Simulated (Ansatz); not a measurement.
# BNH4 (SMILES BN): PBE-QIDH/def2-TZVPP

What is the electronic atomisation energy of BNH4 at PBE-QIDH/def2-TZVPP? 

Program for the calculation: Ansatz 0.2.0.

56 further runs of the same task are left out: 56 set aside as unsound or not needed.

## Step 1: The structure to begin with

The species is BNH4 (6 atoms), meant as a singlet with charge 0. As SMILES, `BN`. Geometry: relaxed at PBE0-D4/def2-TZVP.

Bond lengths: B1–N2 1.385 Å, B1–H3 1.197 Å, B1–H4 1.197 Å, N2–H5 1.006 Å, N2–H6 1.006 Å. Angles: B1–N2–H5 123.2°, B1–N2–H6 123.2°, N2–B1–H3 119.0°, N2–B1–H4 119.0°, H5–N2–H6 113.5°, H3–B1–H4 122.0°.

## Step 2: The energy at PBE-QIDH/def2-TZVPP

input.yaml reads:

```yaml
crystal:
  periodic: [false, false, false]
  atoms:
    - symbol: B
      position_ang: [-0.128200, -0.679600, -0.025600]
    - symbol: N
      position_ang: [0.146100, 0.677400, 0.010800]
    - symbol: H
      position_ang: [0.225800, -1.368000, 0.887500]
    - symbol: H
      position_ang: [-0.712000, -1.128700, -0.969200]
    - symbol: H
      position_ang: [-0.121600, 1.313700, -0.720800]
    - symbol: H
      position_ang: [0.632000, 1.121400, 0.771300]
basis:
  gaussian:
    orbitals: def2-TZVPP
hamiltonian:
  xc: {name: PBE-QIDH}
correlation:
  frozen_orbitals: {B: 1, H: 0, "N": 1}
accuracy: high
output: {orbitals: {seedname: orbitals}}
```

The run is started by

```sh
ansatz run input.yaml --threads 1 --pin off --max-ram 3480MiB --events-out events.jsonl --progress --plain --runs-dir runs
```

Output:

```text
Warning: RAYON_NUM_THREADS=1 ignored (pool sized by the plan → 1); use --threads N
Functional definition: PBE-QIDH
  name "PBE-QIDH"
  parameter a = 3^(-1/3)
  parameter c = 1/3
  exchange = (1 - a)*pbe_x + a*exact_x
  correlation = (1 - c)*pbe_c + c*(mp2_os + mp2_ss)
2045 factors; integrals over basis functions are off by at most 3.0e-9 eV
mean field evaluation 1: about -2224.0291 eV, gradient 3.8e1 eV
mean field evaluation 2: about -2224.0297 eV, gradient 3.8e1 eV
mean field evaluation 4: about -2226.7423 eV, gradient 2.5e0 eV
mean field evaluation 8: about -2226.7579 eV, gradient 7.8e-3 eV
mean field evaluation 16: about -2226.7579 eV, gradient 1.5e-7 eV
mean field -2226.75786793 eV, -81.8318422959 hartree, gradient 2.2e-8 eV, S^2 0.000000; 0 other end points of the search recorded, 0 dependent functions left out
2 core orbitals not correlated: weight in the atoms' cores, before any rotation towards them, 1.000 or more for the frozen orbitals, at most 0.000 for the correlated occupied ones
reference -2226.75786898 eV, -81.8318423342 hartree; 6, 6 occupied and 110, 110 virtual orbitals, 2045 factors
second order -9.97387226 eV of doubles, -0.00000000 eV of singles
Total energy: -2230.08249306 eV, -81.9540200159 hartree
```

Wall time 8.7 s (1 thread of Arm Neoverse V1, shared host); peak memory 0.3 GiB.

## Step 3: The B atom at the same level

molecule.yaml reads:

```yaml
crystal:
  periodic: [false, false, false]
  atoms:
    - symbol: B
      position_ang: [0.000000, 0.000000, 0.000000]
basis:
  gaussian: {orbitals: def2-TZVPP}
magnetization: {spin_polarized: true, initial_magnetization: 1}
hamiltonian: {xc: {name: PBE-QIDH}}
correlation: {frozen_orbitals: {B: 1}}
accuracy: high
```

Run the same way, it converges to -24.61334 Eh (log not shown).

## Step 4: The H atom, same level

input.yaml reads:

```yaml
crystal:
  periodic: [false, false, false]
  atoms:
    - symbol: H
      position_ang: [0.000000, 0.000000, 0.000000]
basis:
  gaussian:
    orbitals: def2-TZVPP
magnetization:
  spin_polarized: true
  initial_magnetization: 1
hamiltonian:
  xc: {name: PBE-QIDH}
correlation:
  frozen_orbitals: {H: 0}
accuracy: high
```

Run the same way, it converges to -0.50179 Eh (log not shown).

## Step 5: The N atom at the same level

run.yaml reads:

```yaml
basis:
  gaussian: {orbitals: def2-TZVPP}
crystal:
  periodic: [false, false, false]
  atoms:
    - symbol: "N"
      position_ang: [0.000000, 0.000000, 0.000000]
magnetization: {spin_polarized: true, initial_magnetization: 3}
hamiltonian: {xc: {name: PBE-QIDH}}
correlation: {frozen_orbitals: {"N": 1}}
accuracy: high
```

Run the same way, it converges to -54.54130 Eh (log not shown).

## Step 6: What came out

Level: PBE-QIDH/def2-TZVPP, 2 core orbitals frozen.

```
                                     quantity         value
                       molecule: total energy  -81.95402 Eh
  molecule: HOMO energy (SCF part's orbitals)     -10.86 eV
  molecule: LUMO energy (SCF part's orbitals)       2.02 eV
molecule: HOMO–LUMO gap (SCF part's orbitals)      12.88 eV
                         B atom: total energy  -24.61334 Eh
                                 B atom: ⟨S²⟩         0.757
                         H atom: total energy   -0.50179 Eh
                                 H atom: ⟨S²⟩         0.750
                         N atom: total energy  -54.54130 Eh
                                 N atom: ⟨S²⟩         3.755
                electronic atomisation energy     21.557 eV
```

What this shows: Taking the molecule apart into free atoms costs 21.56 eV (497 kcal/mol), before zero-point energy and without spin-orbit coupling.
